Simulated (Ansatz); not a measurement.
**ClFHSeSn radical: a ladder of functionals and wavefunction methods**

One table from this session's results is given with a row withheld; the runs are named, their logs left out.

The runs use Ansatz 0.2.0, Gaussian basis; functionals in def2-TZVPP, the program's frozen cores in correlated methods.

The runs, in order: LDA (SPW92), PBE-D4, revPBE-D4, BLYP-D4, r2SCAN-D4, B97M-V, PBE0-D4, B3LYP-D4, r2SCANh-D4, r2SCAN0-D4, HSE06-D4, BHLYP-D4, CAM-B3LYP-D4, LC-ωPBE, ωB97X-V, ωB97M-V, B2PLYP, PBE-QIDH; CCSD(T)/def2-SVP; CCSD(T)/def2-TZVPP; MP2/def2-QZVPP; extrapolation to the limit; RPA on PBE.

## The geometry

The geometry comes from an earlier relaxation with PBE0-D4 in a triple-zeta def2 set; it is a stationary point. Sn takes the def2 core potential; no spin-orbit term is included.

SMILES `[F][Sn]([Cl])[SeH]`, 5 atoms, charge 0, spin multiplicity 2.

Atoms are counted from 1 here; the program's logs count them from 0.

Bond lengths: F1–Sn2 1.927 Å, Sn2–Cl3 2.338 Å, Sn2–Se4 2.562 Å, Se4–H5 1.471 Å. Angles: F1–Sn2–Cl3 104.7°, F1–Sn2–Se4 105.9°, Cl3–Sn2–Se4 108.8°, Sn2–Se4–H5 88.7°.

The first run:

in.yaml

```yaml
crystal:
  periodic: [false, false, false]
  atoms:
    - {symbol: F, position_ang: [-1.538790, 0.949484, -0.641617]}
    - {symbol: Sn, position_ang: [0.129414, 0.020826, -0.905008]}
    - {symbol: Cl, position_ang: [-0.490733, -2.125529, -1.595623]}
    - {symbol: Se, position_ang: [1.214870, -0.140253, 1.409673]}
    - {symbol: H, position_ang: [0.735038, 1.221774, 1.691274]}
basis:
  gaussian: {orbitals: def2-TZVPP}
magnetization: {spin_polarized: true, initial_magnetization: 1}
hamiltonian: {xc: lda}
output: {orbitals: {seedname: orbitals}}
```

The run is started by

```bash
ansatz run in.yaml --threads 2 --pin off --events-out ev --progress --plain --max-ram 22528MiB --backend cpu
```

Among the steps run: LDA; PBE-D4 (GGA); revPBE-D4 (GGA); BLYP-D4 (GGA); r2SCAN-D4 (meta-GGA); B97M-V (meta-GGA); PBE0-D4 (hybrid); B3LYP-D4 (hybrid); r2SCANh-D4 (hybrid); r2SCAN0-D4 (hybrid); HSE06-D4 (hybrid); BHLYP-D4 (hybrid); CAM-B3LYP-D4 (range-separated); LC-ωPBE (range-separated); ωB97X-V (range-separated); ωB97M-V (range-separated); B2PLYP (double hybrid); PBE-QIDH (double hybrid).

One table of the session follows, with a row left open; its other results are not shown here.

It belongs to the step «Orbital energies across the functionals». 

```
  functional  HOMO (eV)  LUMO (eV)  gap (eV)
 LDA (SPW92)      -6.29      -5.76      0.53
      PBE-D4      -6.15      -5.41      0.74
   revPBE-D4      -6.10      -5.29      0.81
     BLYP-D4      -5.98      -5.37      0.61
   r2SCAN-D4      -6.53      -5.26      1.28
      B97M-V      -6.35      -5.40      0.95
     PBE0-D4      -7.26      -4.69      2.57
    B3LYP-D4      -7.02      -5.00      2.02
  r2SCANh-D4      -6.94      -4.98      1.96
  r2SCAN0-D4      -7.55      -4.55      3.00
    HSE06-D4      -6.88      -5.05      1.82
    BHLYP-D4      -8.20      -3.95      4.25
CAM-B3LYP-D4      -8.45      -3.85      4.60
     LC-ωPBE      -9.74      -2.60      7.14
     ωB97X-V          ?          ?         ?
     ωB97M-V      -9.21      -2.97      6.24
```

**Question.** Estimate the row for ωB97X-V.

As computed: HOMO (eV): -9.31; LUMO (eV): -2.90; gap (eV): 6.41. In the column «HOMO (eV)» it lies between LC-ωPBE (-9.74) and ωB97M-V (-9.21).
